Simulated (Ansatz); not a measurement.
F₂GeH₂O, SMILES [OH][GeH]([F])[F], an atomisation energy

Computed with the Python package of Ansatz (0.2.0).

Interactive session:
```pycon
>>> from collections import Counter
>>> import ansatz
>>> from ase import Atoms
>>> def total_energy(molecule, charge=0, unpaired=0):
...     calc = (
...         molecule.calculation()
...         .basis(gaussian="def2-TZVP")
...         .functional("PBE", dispersion="d4")
...     )
...     if charge:
...         calc = calc.charge(charge)
...     if unpaired:
...         calc = calc.spin("collinear", total=unpaired)
...     return calc.run().report["free_energy_ev"]
...
>>> atoms = Atoms(["O", "Ge", "F", "F", "H", "H"], positions=[
...     [0.2571, 0.5739, -1.2706],
...     [0.0834, -0.2594, 0.272],
...     [1.2114, -1.5757, 0.2788],
...     [-1.4627, -0.888, 0.455],
...     [-0.4414, 1.3526, -1.2196],
...     [0.3943, 0.7326, 1.4382],
... ])
>>> geometry = ansatz.Crystal.molecule_from_ase(atoms)
>>> # unpaired electrons of the ground-state atoms
>>> unpaired = {"O": 2, "Ge": 2, "F": 1, "H": 1}
>>> counts = Counter(site.symbol for site in geometry.cartesian_sites)
>>> atom_energy = {s: total_energy(ansatz.Crystal.molecule().atom(s, (0, 0, 0)), 0, unpaired[s]) for s in counts}
>>> whole = total_energy(geometry, 0, 0)
>>> for s, e in atom_energy.items():
...     print(f"{s:2s} x{counts[s]}  {e:14.5f} eV")
...
O  x1     -2041.11715 eV
Ge x1    -56507.21275 eV
F  x2     -2712.13500 eV
H  x2       -13.59523 eV
>>> print(f"F2GeH2O: {whole:.5f} eV")
F2GeH2O: -64021.79874 eV
>>> split = sum(counts[s] * e for s, e in atom_energy.items()) - whole
>>> print(f"atomisation energy (no zero-point term): {23.060548 * split:.1f} kcal/mol, {split / sum(counts.values()):.3f} eV an atom")
atomisation energy (no zero-point term): 507.5 kcal/mol, 3.668 eV an atom
```

507.5 kcal/mol from the electronic energies, without the zero-point term.

Notes:
- Total energies depend on the basis set; only differences at equal settings carry meaning.
- The geometry is a force-field or estimated start, not a minimum of this method, and the basis set is short of its limit. All parts are taken at fixed geometry, without zero-point energy.
- This functional overbinds, so such energies come out a few per cent too high (LDA far more).
- Wall time of the script: 4.1 s on 1 thread of Arm Neoverse V2, with other jobs on the host, peak memory 0.23 GiB.
